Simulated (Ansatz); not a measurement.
# Cl4GeH7NSi2: the cost of one run

The runs use Ansatz 0.2.0, Gaussian basis; PBE0-D4/def2-SVP.

1 further run of the same task is left out (it didn't finish).

## Step 1: The starting structure

The start, a first-order saddle point found at PBE0-D4 in triple zeta: 15 atoms, charge 0, spin multiplicity 1.

Atoms are counted from 1 here; the program's logs count them from 0.

Bond lengths: Ge1–Cl3 2.107 Å, Ge1–Cl4 2.162 Å, Ge1–Cl5 2.112 Å, Ge1–N7 1.916 Å, H6–N7 1.166 Å, N7–Si8 1.806 Å, N7–Si9 1.802 Å, Si8–H10 1.483 Å, Si8–H11 1.474 Å, Si8–H12 1.477 Å, Si9–H13 1.476 Å, Si9–H14 1.480 Å, Si9–H15 1.479 Å. Angles: Cl3–Ge1–Cl4 102.6°, Cl3–Ge1–Cl5 118.2°, Cl3–Ge1–N7 117.6°, Cl4–Ge1–Cl5 104.1°, Cl4–Ge1–N7 98.4°, Cl5–Ge1–N7 112.0°, Ge1–N7–H6 91.3°, Ge1–N7–Si8 115.0°, Ge1–N7–Si9 115.7°, H6–N7–Si8 106.0°, H6–N7–Si9 112.2°, Si8–N7–Si9 114.0°, N7–Si8–H10 104.3°, N7–Si8–H11 107.6°, N7–Si8–H12 108.5°, H10–Si8–H11 112.1°, H10–Si8–H12 110.9°, H11–Si8–H12 113.0° and more.

Coordinates:

```xyz
15

Ge   -0.91037    0.91125   -1.14481
Cl    0.88891   -0.85180   -2.61788
Cl   -2.37639   -0.00189   -2.35197
Cl   -2.09146    1.84952    0.40349
Cl    0.21288    2.49895   -1.96812
H     0.61591   -0.75334   -0.96700
N     0.15923   -0.22501   -0.03324
Si    1.53690    0.59754    0.79647
Si   -0.75097   -1.37018    1.01964
H     1.98319   -0.37797    1.82068
H     2.57813    0.85481   -0.21515
H     1.03104    1.83212    1.43049
H    -2.05165   -1.63558    0.37328
H    -0.91411   -0.74391    2.35030
H     0.08866   -2.58451    1.10371
```

## Step 2: The run

Contents of md/in.yaml:

```yaml
crystal:
  periodic: [false, false, false]
  atoms:
    - {symbol: Ge, position_ang: [-0.910367, 0.911250, -1.144810]}
    - {symbol: Cl, position_ang: [0.888909, -0.851804, -2.617883]}
    - {symbol: Cl, position_ang: [-2.376389, -0.001890, -2.351974]}
    - {symbol: Cl, position_ang: [-2.091464, 1.849521, 0.403490]}
    - {symbol: Cl, position_ang: [0.212880, 2.498953, -1.968121]}
    - {symbol: H, position_ang: [0.615906, -0.753341, -0.967002]}
    - {symbol: N, position_ang: [0.159235, -0.225008, -0.033235]}
    - {symbol: Si, position_ang: [1.536904, 0.597537, 0.796472]}
    - {symbol: Si, position_ang: [-0.750974, -1.370177, 1.019643]}
    - {symbol: H, position_ang: [1.983187, -0.377969, 1.820680]}
    - {symbol: H, position_ang: [2.578129, 0.854806, -0.215145]}
    - {symbol: H, position_ang: [1.031045, 1.832121, 1.430493]}
    - {symbol: H, position_ang: [-2.051655, -1.635580, 0.373285]}
    - {symbol: H, position_ang: [-0.914112, -0.743914, 2.350297]}
    - {symbol: H, position_ang: [0.088665, -2.584505, 1.103709]}
basis:
  gaussian: {orbitals: def2-SVP}
hamiltonian: {xc: pbe0, dispersion: d4}
md: {n_steps: 40, timestep: 0.25, temperature: 1500, ensemble: nve, seed: 29, initial_velocities: maxwell_boltzmann}
```

On the command line:

```console
ansatz run in.yaml --threads 4 --pin off --events-out ev --progress --plain --max-ram 41984MiB --backend cpu
```

**Question.** How long does this run take on 4 threads of AMD EPYC 7R13, shared host?

About 4.8 min.
